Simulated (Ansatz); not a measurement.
# InH− (doublet): B3LYP, wB97M-V over a scan of the distance In1–H2, def2-SVPD

Aim: run InH− (doublet) with these functionals over a scan of the distance In1–H2, and hold them against the top wave-function level at the same points.

Method: def2-SVPD, all electrons in the functionals; program: Ansatz 0.2.0, Gaussian basis.

Plan: B3LYP, wB97M-V, at 1.500 Å; 1.685 Å; 1.894 Å; 2.036 Å; 2.356 Å; 2.666 Å; 3.085 Å; 3.587 Å; 4.120 Å; 5.112 Å; 6.287 Å.

18 further runs of the same task are left out: 1 for a known fault of the program, 12 that didn't finish, 5 set aside as unsound or not needed.

## 1. What is computed

The geometry derives from a PBE0/def2-TZVPD stationary point (not a proven minimum). One bond is set to the value named and the two fragments are kept rigid. No spin-orbit coupling is included. Elements past krypton take def2 core potentials.

2 atoms, charge -1, spin multiplicity 2.

Atoms are counted from 1 here; the program's logs count them from 0.

Bond lengths: In1–H2 1.894 Å.

No dispersion term is added; wB97M-V holds VV10 nonlocal correlation. B3LYP takes the VWN-RPA correlation.

The geometry shown and the zero of energy belong to the point 1.894 Å. The yardstick, FCI, and other wave-function levels (R restricted, U unrestricted, valence and pair active spaces) come from earlier runs.

## 2. B3LYP, 1.500 Å

The input, in.yaml:

```yaml
crystal:
  periodic: [false, false, false]
  atoms:
    - {symbol: In, position_ang: [0.000000, 0.000000, 0.000000]}
    - {symbol: H, position_ang: [0.000000, 0.000000, 1.500000]}
basis:
  gaussian: {orbitals: def2-SVPD}
total_charge: -1
magnetization: {spin_polarized: true, initial_magnetization: 1}
hamiltonian: {xc: {name: B3LYP}}
```

Launch:

```sh
$ ansatz run in.yaml --threads 1 --pin off --events-out ev --progress --plain --max-ram 2393MiB
```

Further steps of the session: B3LYP, 1.685 Å; B3LYP, 1.894 Å; B3LYP, 2.036 Å; B3LYP, 2.356 Å; B3LYP, 2.666 Å; B3LYP, 3.085 Å; B3LYP, 3.587 Å; B3LYP, 4.120 Å; B3LYP, 5.112 Å; B3LYP, 6.287 Å; wB97M-V, 1.500 Å; wB97M-V, 1.685 Å; wB97M-V, 1.894 Å; wB97M-V, 2.036 Å; wB97M-V, 2.356 Å; wB97M-V, 2.666 Å; wB97M-V, 3.085 Å; wB97M-V, 3.587 Å; wB97M-V, 4.120 Å; wB97M-V, 5.112 Å; wB97M-V, 6.287 Å.

**Question.** What will the summary of the whole plan be? Wanted: span of the FCI curve; largest miss, B3LYP; largest miss, wB97M-V.

The runs gave:

```
             quantity                   value
span of the FCI curve            233.4 kJ/mol
  largest miss, B3LYP  -49.6 kJ/mol (6.287 Å)
largest miss, wB97M-V  +17.9 kJ/mol (4.120 Å)
```

What this shows: Of the functionals, wB97M-V keep the smallest largest miss at the points compared (at most 17.9 kJ/mol) and B3LYP strays most (49.6 kJ/mol, at 6.287 Å). B3LYP, wB97M-V clearly break the spin symmetry at some points (⟨S²⟩ up to 0.64 above the pure value), so energy there is bought with a mixed spin. Functionals and the yardstick converge differently with the basis, so part of each miss in def2-SVPD is the basis.
